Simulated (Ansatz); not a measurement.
# B2FH2I (SMILES FBBI): one structure at several levels

An exercise on one series of results from a longer session: the logs are not shown, and one member is left open.

Method: single points in def2-TZVPP; program: Ansatz 0.2.0, Gaussian basis.

Cores are frozen in the correlated methods. Filled d shells of the heavier atoms are correlated. Core potentials replace the inner electrons past krypton, and spin-orbit coupling is left out.

## Where the work starts

SMILES `FBBI`, 6 atoms, charge 0, spin multiplicity 1.

Atoms are counted from 1 here; the program's logs count them from 0.

Bond lengths: F1–B2 1.316 Å, B2–B3 1.684 Å, B2–H5 1.187 Å, B3–I4 2.118 Å, B3–H6 1.165 Å. Angles: F1–B2–B3 119.9°, F1–B2–H5 112.4°, B3–B2–H5 127.7°, B2–B3–I4 119.7°, B2–B3–H6 125.8°, I4–B3–H6 114.5°.

Geometry (Å):

```mol
B2FH2I
  3D, bonds by distance, orders not assigned

  6  5  0  0  0  0  0  0  0  0999 V2000
   -1.2707    1.2186   -0.9461 F   0  0
   -0.2505    0.8485   -0.2014 B   0  0
    0.0452   -0.7880    0.0657 B   0  0
    1.6902   -1.3742    1.2637 I   0  0
    0.3615    1.7743    0.2202 H   0  0
   -0.5525   -1.6734   -0.4003 H   0  0
  1  2  8  0
  2  3  8  0
  2  5  8  0
  3  4  8  0
  3  6  8  0
M  END
```

The first run:

run/in.yaml

```yaml
crystal:
  periodic: [false, false, false]
  atoms:
    - {symbol: F, position_ang: [-1.270700, 1.218600, -0.946100]}
    - {symbol: B, position_ang: [-0.250500, 0.848500, -0.201400]}
    - {symbol: B, position_ang: [0.045200, -0.788000, 0.065700]}
    - {symbol: I, position_ang: [1.690200, -1.374200, 1.263700]}
    - {symbol: H, position_ang: [0.361500, 1.774300, 0.220200]}
    - {symbol: H, position_ang: [-0.552500, -1.673400, -0.400300]}
basis:
  gaussian: {orbitals: def2-TZVPP}
correlation: {method: ccsd_t}
output: {forces: true}
```

No record of the launch command was kept for these runs.

Steps of the session up to this table: CCSD(T)/def2-TZVPP; PBE0-D4/def2-TZVPP; wB97M-V/def2-TZVPP; r2SCAN-D4/def2-TZVPP; PBE-D4/def2-TZVPP; BHLYP-D4/def2-TZVPP; revPBE-D4/def2-TZVPP.

One of the session's tables, all rows but one given; the rest of the session is left out.

| method | RMS force component (eV/Å) | angle to CCSD(T) forces (°) | dipole (D) |
| --- | --- | --- | --- |
| CCSD(T) | 0.380 | reference | 0.55 |
| PBE0-D4 | 0.328 | 13.6 | 0.55 |
| wB97M-V | 0.335 | 5.3 | 0.38 |
| r2SCAN-D4 | ? | ? | ? |
| PBE-D4 | 0.408 | 29.0 | 0.71 |
| BHLYP-D4 | 0.294 | 35.2 | 0.43 |
| revPBE-D4 | 0.463 | 32.0 | 0.66 |

Q: Estimate the row for r2SCAN-D4 from the others.

The run gave: RMS force component (eV/Å): 0.326; angle to CCSD(T) forces (°): 12.9; dipole (D): 0.56. In the column «RMS force component (eV/Å)» it lies between BHLYP-D4 (0.294) and PBE0-D4 (0.328).
